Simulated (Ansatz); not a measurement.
CH4BFGe, SMILES F[B]1[CH2][GeH2]1, a ladder of methods at one geometry

Program: Ansatz 0.2.0 through its Python package.

`methods.py`:
```python
"""CH4BFGe at several levels of theory."""

import ansatz as az
from ase import Atoms


def main() -> None:
    atoms = Atoms(["F", "B", "C", "Ge", "H", "H", "H", "H"], positions=[
        [-1.3014, 1.3735, 1.6453],
        [-0.5238, 0.6639, 0.7206],
        [0.8065, 0.4253, -0.0212],
        [-0.153, -0.9396, -0.6508],
        [1.0831, 1.1956, -0.7769],
        [1.6506, 0.1095, 0.6718],
        [-1.1464, -0.6605, -1.8368],
        [-0.3235, -2.2249, 0.1922],
    ])
    ch4bfge = az.Crystal.molecule_from_ase(atoms)

    setup = ch4bfge.calculation().basis(gaussian="def2-SVP")

    methods = ["mp2", "ccsd", "ccsd_t"]
    reports = [setup.correlation(m).run().report for m in methods]
    print(f"Hartree-Fock reference {reports[0]['reference_energy_ev'] / 27.211386246:.6f} Ha")
    best = reports[-1]["free_energy_ev"] - reports[-1]["reference_energy_ev"]
    for method, each in zip(methods, reports):
        gained = each["free_energy_ev"] - each["reference_energy_ev"]
        print(f"{method:8s} total {each['free_energy_ev'] / 27.211386246:.6f} Ha  correlation {gained:9.4f} eV  ({100 * gained / best:.1f} % of the last)")


if __name__ == "__main__":
    main()
```

```console
$ python methods.py
Hartree-Fock reference -2239.210820 Ha
mp2      total -2239.854660 Ha  correlation  -17.5198 eV  (93.4 % of the last)
ccsd     total -2239.879625 Ha  correlation  -18.1991 eV  (97.0 % of the last)
ccsd_t   total -2239.900429 Ha  correlation  -18.7652 eV  (100.0 % of the last)
```

What to keep in mind:
- Total energies depend on the basis set; only differences at equal settings carry meaning.
- The geometry is a force-field or estimated start, not a minimum of this method, and the basis set is short of its limit. A lower total doesn't mark the better method: functionals have no common bound, and MP2 and coupled cluster aren't variational.
- Inner cores stay frozen; a filled d shell under the valence of the heavier atoms is correlated with it.
- Run time: 22 s on 1 thread of Arm Neoverse V1, with other jobs on the host, peak memory 0.42 GiB.
